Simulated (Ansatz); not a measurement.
# ZrB: a line through an energy map

One line of a two-coordinate grid on ZrB (Fm-3m, No. 225; 2 atoms in the cell): normal strain along x is varied, at normal strain along z = −7.3 %.

Program: Ansatz 0.2.0. Level of theory: DFT LDA, scalar-relativistic, plane waves, PAW. These are calculated values, not measurements.

## 1. The starting structure

The structure is cubic, space group Fm-3m (No. 225). The conventional cell has a = 4.831 Å, b = 4.831 Å, c = 4.831 Å, α = 90.00°, β = 90.00°, γ = 90.00°. Zr (site symmetry m-3m) is surrounded by 6 B at 2.42 Å. B (site symmetry m-3m) is surrounded by 6 Zr at 2.42 Å.

Coordinates:

```cif
data_structure
_symmetry_space_group_name_H-M 'Fm-3m'
_symmetry_Int_Tables_number 225
_cell_length_a 4.8308
_cell_length_b 4.8308
_cell_length_c 4.8308
_cell_angle_alpha 90.000
_cell_angle_beta 90.000
_cell_angle_gamma 90.000
_cell_volume 112.73
loop_
_atom_site_label
_atom_site_type_symbol
_atom_site_symmetry_multiplicity
_atom_site_Wyckoff_symbol
_atom_site_fract_x
_atom_site_fract_y
_atom_site_fract_z
_atom_site_occupancy
Zr1 Zr 4 a 0.00000 0.00000 0.00000 1
B1 B 4 b 0.50000 0.00000 0.00000 1
```

This cell was relaxed beforehand with the same method: volume 14.09 Å³/atom, gap on the mesh none (metal).

## 2. Plan of the line

The energy is mapped over two homogeneous strains (x along [1 0 0], y along [0 1 0], z along [0 0 1] of the conventional cell).

First coordinate, normal strain along x: 7 values from −7.00 %. Second coordinate, normal strain along z: 7 values from −11.0 %.

Nothing else is relaxed (symmetry fixes all fractional coordinates). Energies count from the relaxed crystal. Points are written as (first, second).

## 3. Point (−7.00 %, −7.3 %)

input.yaml reads:

```yaml
crystal:
  lattice:
    - [0.0, 2.4153850465, 2.2383373226]
    - [2.2463080932, 0.0, 2.2383373226]
    - [2.2463080932, 2.4153850465, 0.0]
  atoms:
    - { symbol: Zr, position: [0.0, 0.0, 0.0] }
    - { symbol: B, position: [0.5, 0.5, 0.5] }
basis:
  ecutwfc: 520.0
kpoints:
  mp_grid: { grid: [16, 16, 16] }
hamiltonian:
  xc: lda
scf:
  occupations: { method: gaussian, width: 0.15 }
output:
  forces: true
  stress: true
  eigenvalues: true
```

Started as:

```console
$ ansatz run input.yaml --threads 1 --pin off --max-ram 2048MiB --backend cpu --events-out ev --progress --plain --runs-dir out
```

The session goes on with these runs: the other points of the line.

Q: Predict the outcome of this session. Wanted: for each run, normal strain along x; energy; slope; pressure.

As calculated:

```
normal strain along x (%)  step  energy (meV/atom)  slope (meV/atom per %)  pressure (GPa)
                    −7.00     3                260                   −38.9            36.2
                    −4.67     4                185                   −26.2            28.9
                    −2.33     5                137                   −14.7            22.4
                     0.00     6                115                    −5.1            16.9
                     2.33     7                112                     2.6            12.2
                     4.67     8                125                     8.8             8.3
                     7.00     –                152                    13.7             5.1
```

Energies count from the relaxed crystal. Rows without a step come from runs not printed here or follow by symmetry. Slopes come from the forces (and the stress, where the cell changes), not from differences of energies.

**Reading.** The lowest point of the line is at 2.33 %, 112 meV/atom from the zero. A fit to energies and slopes at the lowest point and its two neighbours puts the minimum at 1.494 %, with a curvature of about 3.2 meV/atom per %². Divided by the reference volume, that is a stiffness of about 370 GPa for this pattern of strain. The highest point computed, at −7.00 %, lies 148 meV/atom above the lowest. This is one cut through a surface in two coordinates; the map's lowest point lies off it.
